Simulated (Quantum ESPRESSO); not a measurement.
A run of Quantum ESPRESSO 7.5 is set up as follows.

File pw.in:

```
&CONTROL
  calculation = 'scf'
  prefix = 'pwscf'
  outdir = './tmp'
  pseudo_dir = './pseudo'
  tprnfor = .true.
  tstress = .true.
  disk_io = 'nowf'
/
&SYSTEM
  ibrav = 0
  nat = 4
  ntyp = 3
  ecutwfc = 56
  ecutrho = 448
  nbnd = 35
  occupations = 'smearing'
  smearing = 'gaussian'
  degauss = 0.00367493
  nspin = 2
  starting_magnetization(1) = 0.1765
  starting_magnetization(2) = -0.0882
  starting_magnetization(3) = 0
/
&ELECTRONS
  conv_thr = 1.6d-07
  electron_maxstep = 100
  mixing_beta = 0.7
  mixing_ndim = 20
/
ATOMIC_SPECIES
Co1   58.9332 co_lda_v1.2.uspp.F.UPF
Co2   58.9332 co_lda_v1.2.uspp.F.UPF
O     15.9990 o_lda_v1.2.uspp.F.UPF
CELL_PARAMETERS angstrom
   3.1978581400    0.0000000000    0.0000000000
   0.0000000000    3.1978581400    0.0000000000
   0.0000000000    0.0000000000    4.6822750500
ATOMIC_POSITIONS crystal
Co1    0.0000000000    0.0000000000    0.0000000000
Co2    0.5000000000    0.5000000000    0.0000000000
O      0.5000000000    0.0000000000    0.2670000000
O      0.0000000000    0.5000000000    0.7330000000
K_POINTS automatic
6 6 4 0 0 0
HUBBARD {ortho-atomic}
U Co1-3d 3.0
U Co2-3d 3.0
```

Potentials or basis: GBRV 1.5 LDA.

The run is started by

```console
$ OMP_NUM_THREADS=1 mpirun -n 2 pw.x -nk 2 -in pw.in > pw.out
```

Task: Estimate the net moment.

Result: 0.00 μB per cell.

Task: Predict the largest force.

Result: 2.762 eV/Å.

Eigenvalues of the final occupation matrices:
```csv
site,spin,trace,eigenvalues
Co1 1 3d,1,4.83,0.96 0.96 0.96 0.96 0.98
Co1 1 3d,2,2.58,0.22 0.23 0.23 0.94 0.95
Co2 2 3d,1,2.58,0.22 0.23 0.23 0.94 0.95
Co2 2 3d,2,4.83,0.96 0.96 0.96 0.96 0.98
```

Caveat: forces of over 1 eV/Å show positions far from the minimum, so gaps and moduli don't describe the material at rest. The state reached can hang on the start; a lower one may exist.
